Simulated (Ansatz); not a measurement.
**CH3In (SMILES C[In]) at HSE06/def2-SVPD (core potential)**

Aim: the electronic atomisation energy of CH3In at HSE06/def2-SVPD (core potential), from 4 runs. 

The calculation is run with Ansatz 0.2.0.

46 further runs of the same task are left out: 5 that didn't finish, 41 set aside as unsound or not needed.

## Step 1: The molecule

The species is CH3In (5 atoms), meant as a singlet with charge 0. As SMILES, `C[In]`. Geometry: relaxed at PBE0-D4/def2-TZVP.

Bond lengths: C1–In2 2.238 Å, C1–H3 1.096 Å, C1–H4 1.096 Å, C1–H5 1.096 Å. Angles: In2–C1–H3 111.3°, In2–C1–H4 111.3°, In2–C1–H5 111.3°, H3–C1–H4 107.6°, H3–C1–H5 107.6°, H4–C1–H5 107.6°.

## Step 2: A single-point energy at HSE06/def2-SVPD (core potential)

The input, run.yaml:

```yaml
crystal:
  periodic: [false, false, false]
  atoms:
    - symbol: C
      position_ang: [-0.182770, 0.073150, -0.070580]
    - symbol: In
      position_ang: [1.772750, -0.709460, 0.684610]
    - symbol: H
      position_ang: [-0.972960, -0.040920, 0.680150]
    - symbol: H
      position_ang: [-0.502560, -0.460530, -0.972760]
    - symbol: H
      position_ang: [-0.114460, 1.137770, -0.321410]
basis:
  gaussian: {orbitals: def2-SVPD}
output: {orbitals: {seedname: orbitals}}
accuracy: high
hamiltonian: {xc: hse06}
```

Command:

```bash
$ ansatz run run.yaml --threads 1 --pin off --max-ram 3480MiB --events-out events.jsonl --progress --plain --runs-dir runs
```

Output:

```text
Warning: RAYON_NUM_THREADS=1 ignored (pool sized by the plan → 1); use --threads N
Functional definition: HSE06
  name "HSE06"
  parameter a = 0.25
  parameter omega = 0.11/bohr
  exchange = pbe_x - a*pbe_x_sr(omega) + a*exact_x_sr(omega)
  correlation = pbe_c
1696 factors; integrals over basis functions are off by at most 3.1e-9 eV
147 factors; integrals over basis functions are off by at most 1.3e-9 eV
mean field evaluation 1: about -6250.2683 eV, gradient 5.1e1 eV
mean field evaluation 2: about -6236.0666 eV, gradient 7.7e1 eV
mean field evaluation 4: about -6257.1980 eV, gradient 1.3e0 eV
mean field evaluation 8: about -6257.2030 eV, gradient 6.4e-3 eV
mean field evaluation 16: about -6257.2030 eV, gradient 2.2e-8 eV
mean field -6257.20295620 eV, -229.9479673557 hartree, gradient 2.3e-8 eV, S^2 0.000000; 0 other end points of the search recorded, 0 dependent functions left out
reference -6257.20295974 eV, -229.9479674860 hartree; 15, 15 occupied and 61, 61 virtual orbitals, 1696 factors
Total energy: -6257.20295974 eV, -229.9479674860 hartree
```

Wall time 5.4 s (1 thread of Arm Neoverse V1, shared host); peak memory 0.22 GiB.

## Step 3: The C atom

The input, input.yaml:

```yaml
crystal:
  periodic: [false, false, false]
  atoms:
    - {symbol: C, position_ang: [0.000000, 0.000000, 0.000000]}
basis:
  gaussian:
    orbitals: def2-SVPD
magnetization:
  spin_polarized: true
  initial_magnetization: 2
hamiltonian:
  xc: hse06
accuracy: high
```

Command:

```bash
$ ansatz run input.yaml --threads 1 --pin off --max-ram 3480MiB --events-out events.jsonl --progress --plain --runs-dir runs
```

Output:

```text
Warning: RAYON_NUM_THREADS=1 ignored (pool sized by the plan → 1); use --threads N
Functional definition: HSE06
  name "HSE06"
  parameter a = 0.25
  parameter omega = 0.11/bohr
  exchange = pbe_x - a*pbe_x_sr(omega) + a*exact_x_sr(omega)
  correlation = pbe_c
163 factors; integrals over basis functions are off by at most 3.2e-9 eV
46 factors; integrals over basis functions are off by at most 8.7e-10 eV
mean field evaluation 1: about -1027.3926 eV, gradient 3.7e0 eV
mean field evaluation 2: about -1027.4695 eV, gradient 9.9e-1 eV
mean field evaluation 4: about -1027.4769 eV, gradient 5.1e-3 eV
mean field evaluation 8: about -1027.4772 eV, gradient 1.7e-4 eV
mean field -1027.47723957 eV, -37.7590921050 hartree, gradient 4.1e-9 eV, S^2 2.003745; 0 other end points of the search recorded, 0 dependent functions left out
reference -1027.47724176 eV, -37.7590921857 hartree; 4, 2 occupied and 16, 18 virtual orbitals, 163 factors
Total energy: -1027.47724176 eV, -37.7590921857 hartree
```

It took 0.51 s on 1 thread of Arm Neoverse V1, shared host.

## Step 4: The H atom, same level

The input, run.yaml:

```yaml
crystal:
  periodic: [false, false, false]
  atoms:
    - {symbol: H, position_ang: [0.000000, 0.000000, 0.000000]}
basis:
  gaussian: {orbitals: def2-SVPD}
magnetization: {spin_polarized: true, initial_magnetization: 1}
hamiltonian: {xc: {name: HSE06}}
accuracy: high
```

Run the same way, it converges to -0.50000 Eh (log not shown).

## Step 5: The In atom at the same level

The input, job.yaml:

```yaml
crystal:
  periodic: [false, false, false]
  atoms:
    - symbol: In
      position_ang: [0.000000, 0.000000, 0.000000]
basis:
  gaussian: {orbitals: def2-SVPD}
hamiltonian: {xc: hse06}
accuracy: high
magnetization: {spin_polarized: true, initial_magnetization: 1}
```

Run the same way, it converges to -190.10856 Eh (log not shown).

## Step 6: Results

Level: HSE06/def2-SVPD (core potential).

| quantity | value |
| --- | --- |
| molecule: total energy | -229.94797 Eh |
| molecule: HOMO energy | -5.03 eV |
| molecule: LUMO energy | -1.79 eV |
| molecule: HOMO–LUMO gap | 3.24 eV |
| C atom: total energy | -37.75909 Eh |
| C atom: ⟨S²⟩ | 2.004 |
| H atom: total energy | -0.50000 Eh |
| H atom: ⟨S²⟩ | 0.750 |
| In atom: total energy | -190.10856 Eh |
| In atom: ⟨S²⟩ | 0.753 |
| electronic atomisation energy | 15.791 eV |

**Reading.** Taking the molecule apart into free atoms costs 15.79 eV (1524 kJ/mol), before zero-point energy and without spin-orbit coupling.
